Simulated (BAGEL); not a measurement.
**Si2H3F3 (SMILES F[Si](F)(F)[SiH3]): a chain of runs**

Wanted: the energy (HF/6-31G*), then a single-point energy (NEVPT2(2,2)/6-31G*), then the energy (CASPT2(2,2)/6-31G*) of Si2H3F3. 

The calculation is run with BAGEL 1.2.2.

## (1) The structure to begin with

The species is Si2H3F3 (8 atoms), meant as a singlet with charge 0. As SMILES, `F[Si](F)(F)[SiH3]`. Geometry: relaxed at PBE0-D4/def2-TZVP.

Bond lengths: F1–Si2 1.582 Å, Si2–F3 1.582 Å, Si2–F4 1.582 Å, Si2–Si5 2.329 Å, Si5–H6 1.484 Å, Si5–H7 1.484 Å, Si5–H8 1.484 Å. Some angles: F1–Si2–F3 107.0°, F1–Si2–F4 107.0°, F1–Si2–Si5 111.9°, F3–Si2–F4 107.0°, F3–Si2–Si5 111.9°, F4–Si2–Si5 111.9°, Si2–Si5–H6 108.7°, Si2–Si5–H7 108.7°, Si2–Si5–H8 108.7°, H6–Si5–H7 110.2°.

## (2) The energy at HF/6-31G(d) (density fitting with svp-jkfit, spherical functions) (run 1)

input.json

```json
{ "bagel": [

{
  "title": "molecule",
  "basis": "6-31gs.json",
  "df_basis": "svp-jkfit",
  "geometry": [
    { "atom": "F", "xyz": [  2.47652010, -2.00411881,  2.84366932 ] },
    { "atom": "Si", "xyz": [  1.00990366, -1.87183798,  0.24283926 ] },
    { "atom": "F", "xyz": [ -0.90571172, -4.16596549,  0.20391090 ] },
    { "atom": "F", "xyz": [  3.01528102, -2.37337129, -1.91598387 ] },
    { "atom": "Si", "xyz": [ -1.04067218,  1.98496832, -0.28837221 ] },
    { "atom": "H", "xyz": [ -2.88296618,  2.32039471,  1.79883030 ] },
    { "atom": "H", "xyz": [  0.87040785,  4.03607706, -0.23205837 ] },
    { "atom": "H", "xyz": [ -2.36839375,  1.96607106, -2.75805528 ] }
  ]
},
{
  "title": "hf"
},
{
  "title": "print",
  "file": "orbitals.molden",
  "orbitals": true
}

]}
```

The basis set 6-31G* is read from a file made from the Basis Set Exchange's data (not shown).

Command:

```bash
BAGEL_NUM_THREADS=1 BAGEL input.json > input.out
```

Standard output:

```text
* using 1 threads per process

  ===============================================================
  ===============================================================

  *** Geometry ***

  { "atom" : "F", "xyz" : [      2.476520,     -2.004119,      2.843669 ] },
  { "atom" : "Si", "xyz" : [      1.009904,     -1.871838,      0.242839 ] },
  { "atom" : "F", "xyz" : [     -0.905712,     -4.165965,      0.203911 ] },
  { "atom" : "F", "xyz" : [      3.015281,     -2.373371,     -1.915984 ] },
  { "atom" : "Si", "xyz" : [     -1.040672,      1.984968,     -0.288372 ] },
  { "atom" : "H", "xyz" : [     -2.882966,      2.320395,      1.798830 ] },
  { "atom" : "H", "xyz" : [      0.870408,      4.036077,     -0.232058 ] },
  { "atom" : "H", "xyz" : [     -2.368394,      1.966071,     -2.758055 ] },

  Number of auxiliary basis functions:      541

  Since a DF basis is specified, we compute 2- and 3-index integrals:
    o Being stored without compression. Storage requirement is 0.031 GB

  Number of basis functions:       84
  Number of electrons      :       58

    * METHOD: MOLECULE                             0.33

  *** RHF ***

  === Nuclear Repulsion ===
   316.5149435474

      * DIIS with orbital gradients will be used.

  === RHF iteration (6-31gs.json) ===
      0       -877.78329216          0.02331382           0.12
      1       -877.98239257          0.01468358           0.11
      2       -878.08749153          0.00109839           0.11
      3       -878.08877732          0.00014089           0.11
      4       -878.08880246          0.00002685           0.11
      5       -878.08880363          0.00000532           0.11
      6       -878.08880368          0.00000111           0.11
      7       -878.08880368          0.00000021           0.11
      8       -878.08880368          0.00000008           0.11
      9       -878.08880368          0.00000003           0.11
     10       -878.08880368          0.00000001           0.11
    * SCF iteration converged.

    * Permanent dipole moment:
           (    0.404158,    -0.760640,     0.104604) a.u.

    * METHOD: HF                                   1.44

    * METHOD: PRINT                                0.02

  ===============================================================
```

Run time: 1.9 s. Hardware: 1 thread of Arm Neoverse V1, shared host; peak memory 0.15 GiB.

## (3) The energy at NEVPT2(2,2)/6-31G(d) (density fitting with svp-jkfit, spherical functions) (run 2)

calc.json

```json
{ "bagel": [

{
  "title": "molecule",
  "basis": "6-31gs.json",
  "df_basis": "svp-jkfit",
  "angstrom": "false",
  "geometry": [
    { "atom": "F", "xyz": [  2.47652010, -2.00411881,  2.84366932 ] },
    { "atom": "Si", "xyz": [  1.00990366, -1.87183798,  0.24283926 ] },
    { "atom": "F", "xyz": [ -0.90571172, -4.16596549,  0.20391090 ] },
    { "atom": "F", "xyz": [  3.01528102, -2.37337129, -1.91598387 ] },
    { "atom": "Si", "xyz": [ -1.04067218,  1.98496832, -0.28837221 ] },
    { "atom": "H", "xyz": [ -2.88296618,  2.32039471,  1.79883030 ] },
    { "atom": "H", "xyz": [  0.87040785,  4.03607706, -0.23205837 ] },
    { "atom": "H", "xyz": [ -2.36839375,  1.96607106, -2.75805528 ] }
  ]
},
{ "title": "hf" },
{ "title": "casscf", "nstate": 1, "nact": 2, "nclosed": 28, "active": [29, 32], "maxiter": 200, "natocc": "true" },
{ "title": "nevpt2", "nstate": 1, "nact": 2, "nclosed": 28, "active": [29, 32], "maxiter": 200, "natocc": "true", "ncore": 13 },
{ "title": "print", "file": "orbitals.molden", "orbitals": "true" }

]}
```

The basis set 6-31G* is read from a file made from the Basis Set Exchange's data (not shown).

Command:

```bash
BAGEL_NUM_THREADS=1 BAGEL calc.json > calc.out
```

Standard output:

```text
* using 1 threads per process

  ===============================================================
  ===============================================================

  *** Geometry ***

  { "atom" : "F", "xyz" : [      2.476520,     -2.004119,      2.843669 ] },
  { "atom" : "Si", "xyz" : [      1.009904,     -1.871838,      0.242839 ] },
  { "atom" : "F", "xyz" : [     -0.905712,     -4.165965,      0.203911 ] },
  { "atom" : "F", "xyz" : [      3.015281,     -2.373371,     -1.915984 ] },
  { "atom" : "Si", "xyz" : [     -1.040672,      1.984968,     -0.288372 ] },
  { "atom" : "H", "xyz" : [     -2.882966,      2.320395,      1.798830 ] },
  { "atom" : "H", "xyz" : [      0.870408,      4.036077,     -0.232058 ] },
  { "atom" : "H", "xyz" : [     -2.368394,      1.966071,     -2.758055 ] },

  Number of auxiliary basis functions:      541

  Since a DF basis is specified, we compute 2- and 3-index integrals:
    o Being stored without compression. Storage requirement is 0.031 GB

  Number of basis functions:       84
  Number of electrons      :       58

    * METHOD: MOLECULE                             0.33

  *** RHF ***

  === Nuclear Repulsion ===
   316.5149435474

      * DIIS with orbital gradients will be used.

  === RHF iteration (6-31gs.json) ===
      0       -877.78329216          0.02331382           0.11
      1       -877.98239257          0.01468358           0.11
      2       -878.08749153          0.00109839           0.10
      3       -878.08877732          0.00014089           0.10
      4       -878.08880246          0.00002685           0.09
      5       -878.08880363          0.00000532           0.10
      6       -878.08880368          0.00000111           0.10
      7       -878.08880368          0.00000021           0.10
      8       -878.08880368          0.00000008           0.10
      9       -878.08880368          0.00000003           0.09
     10       -878.08880368          0.00000001           0.10
    * SCF iteration converged.

    * Permanent dipole moment:
           (    0.404158,    -0.760640,     0.104604) a.u.

    * METHOD: HF                                   1.30

  ---------------------------
      CASSCF calculation
  ---------------------------

    ==== Active orbitals : =====
         Orbital 29
         Orbital 32
    ============================

    * nstate   :      1
    * nclosed  :     28
    * nact     :      2
    * nvirt    :     54
  === CASSCF iteration (6-31gs.json) ===

    * Using the second-order algorithm

      0  0      -878.08979094     2.06e-04      0.03

      1  0      -878.09720594     3.57e-04      0.46

      2  0      -878.09831719     1.07e-04      0.48

      3  0      -878.09835318     9.18e-06      0.50

      4  0      -878.09835353     1.24e-06      0.51

      5  0      -878.09835354     1.83e-07      0.51

      6  0      -878.09835354     3.20e-08      0.49

      7  0      -878.09835354     6.21e-09      0.46

    * Second-order optimization converged. *

     guess   0:   closed 1.                   open ..

  === FCI iteration ===

      0  0      -878.08874570     5.36e-02      0.00
      1  0      -878.09835167     5.69e-04      0.00
      2  0 *    -878.09835354     2.94e-16      0.00

     * ci vector, state   0, <S^2> = 0.0000
       2.     0.9960018625
       .2    -0.0893324687

    * METHOD: CASSCF                               3.69

    * freezing 13 orbitals

  === DF-NEVPT2 calculation ===

    * 3-index integral transformation done
    * assembly done

      NEVPT2 correlation energy:   -0.6553109636      0.20

          (+0)     -0.6077704620
          (+0)'    -0.0073967012
          (+1)     -0.0118551177
          (+1)'    -0.0000000000
          (+2)     -0.0002387656
          (-1)     -0.0209579846
          (-1)'     0.0000000000
          (-2)     -0.0070919325

      NEVPT2 total energy:       -878.7536645000

    * METHOD: NEVPT2                               0.38

    * METHOD: PRINT                                0.02

  ===============================================================
```

Wall time 6 s (1 thread of Arm Neoverse V1, shared host); peak memory 0.15 GiB.

## (4) A single-point energy at CASPT2(2,2)/6-31G(d) (density fitting with svp-jkfit, spherical functions) (run 3)

job.json

```json
{ "bagel" : [

{
  "title" : "molecule",
  "basis" : "6-31gs.json",
  "df_basis" : "svp-jkfit",
  "angstrom" : "false",
  "geometry" : [
    { "atom" : "F", "xyz" : [  2.47652010, -2.00411881,  2.84366932 ] },
    { "atom" : "Si", "xyz" : [  1.00990366, -1.87183798,  0.24283926 ] },
    { "atom" : "F", "xyz" : [ -0.90571172, -4.16596549,  0.20391090 ] },
    { "atom" : "F", "xyz" : [  3.01528102, -2.37337129, -1.91598387 ] },
    { "atom" : "Si", "xyz" : [ -1.04067218,  1.98496832, -0.28837221 ] },
    { "atom" : "H", "xyz" : [ -2.88296618,  2.32039471,  1.79883030 ] },
    { "atom" : "H", "xyz" : [  0.87040785,  4.03607706, -0.23205837 ] },
    { "atom" : "H", "xyz" : [ -2.36839375,  1.96607106, -2.75805528 ] }
  ]
},
{
  "title" : "hf"
},
{
  "title" : "casscf",
  "nstate" : 1,
  "nact" : 2,
  "nclosed" : 28,
  "active" : [29, 32],
  "maxiter" : 200,
  "natocc" : "true"
},
{
  "title" : "print",
  "file" : "orbitals.molden",
  "orbitals" : "true"
},
{
  "title" : "smith",
  "method" : "caspt2",
  "ms" : "true",
  "xms" : "true",
  "sssr" : "true",
  "shift" : 0.2,
  "shift_imag" : "true",
  "ncore" : 13
}

]}
```

The basis set 6-31G* is read from a file made from the Basis Set Exchange's data (not shown).

Command:

```bash
BAGEL_NUM_THREADS=1 BAGEL job.json > job.out
```

Standard output:

```text
* using 1 threads per process

  ===============================================================
  ===============================================================

  *** Geometry ***

  { "atom" : "F", "xyz" : [      2.476520,     -2.004119,      2.843669 ] },
  { "atom" : "Si", "xyz" : [      1.009904,     -1.871838,      0.242839 ] },
  { "atom" : "F", "xyz" : [     -0.905712,     -4.165965,      0.203911 ] },
[... 4 lines of this table left out ...]
  { "atom" : "H", "xyz" : [     -2.368394,      1.966071,     -2.758055 ] },

  Number of auxiliary basis functions:      541

  Since a DF basis is specified, we compute 2- and 3-index integrals:
    o Being stored without compression. Storage requirement is 0.031 GB

  Number of basis functions:       84
  Number of electrons      :       58

    * METHOD: MOLECULE                             0.33

  *** RHF ***

  === Nuclear Repulsion ===
   316.5149435474

      * DIIS with orbital gradients will be used.

[... 6 lines left out ...]
    * SCF iteration converged.
[... 1 line left out ...]
    * Permanent dipole moment:
[... 27 lines left out ...]
    * Second-order optimization converged. *
[... 9 lines left out ...]
     * ci vector, state   0, <S^2> = 0.0000
[... 16 lines left out ...]
    * Zeroth order energy : state  0       -1.0237032480
[... 3 lines left out ...]
      -------------------------------------------  CASPT2 iteration  ---------------------------------------------------
       #      aibj      arbs      arbi      airj      risj      airs      arst      rist         Etot      error   time
      ------------------------------------------------------------------------------------------------------------------

       0  -0.60777  -0.00890  -0.02142  -0.01321  -0.00034  -0.00639  -0.00000  -0.00000   -0.6580216  0.0012317   0.11
       1  -0.60808  -0.00901  -0.02151  -0.01340  -0.00037  -0.00653  -0.00000  -0.00000   -0.6589067  0.0001844   0.09
       2  -0.60809  -0.00901  -0.02152  -0.01341  -0.00037  -0.00653  -0.00000  -0.00000   -0.6589286  0.0000363   0.09
       3  -0.60809  -0.00901  -0.02152  -0.01341  -0.00037  -0.00653  -0.00000  -0.00000   -0.6589293  0.0000075   0.10
       4  -0.60809  -0.00901  -0.02152  -0.01341  -0.00037  -0.00653  -0.00000  -0.00000   -0.6589293  0.0000016   0.10
       5  -0.60809  -0.00901  -0.02152  -0.01341  -0.00037  -0.00653  -0.00000  -0.00000   -0.6589293  0.0000003   0.10

      ------------------------------------------------------------------------------------------------------------------

    * CASPT2 energy : state  0     -878.7594857673
        w/o shift correction       -878.7572828563
        reference weight              0.8516245030

    * METHOD: SMITH                                0.91

  ===============================================================
```

It took 6.6 s on 1 thread of Arm Neoverse V1, shared host; peak memory 0.23 GiB.

## (5) Outcome

| quantity | value |
| --- | --- |
| run 1, HF/6-31G*: total energy | -878.08880 Eh |
| run 1, HF/6-31G*: dipole moment | 2.21 D |
| run 1, HF/6-31G*: HOMO energy | -12.45 eV |
| run 1, HF/6-31G*: LUMO energy | 3.36 eV |
| run 1, HF/6-31G*: HOMO–LUMO gap | 15.81 eV |
| run 2, NEVPT2(2,2)/6-31G*: total energy | -878.75366 Eh |
| run 3, CASPT2(2,2)/6-31G*: total energy | -878.75949 Eh |
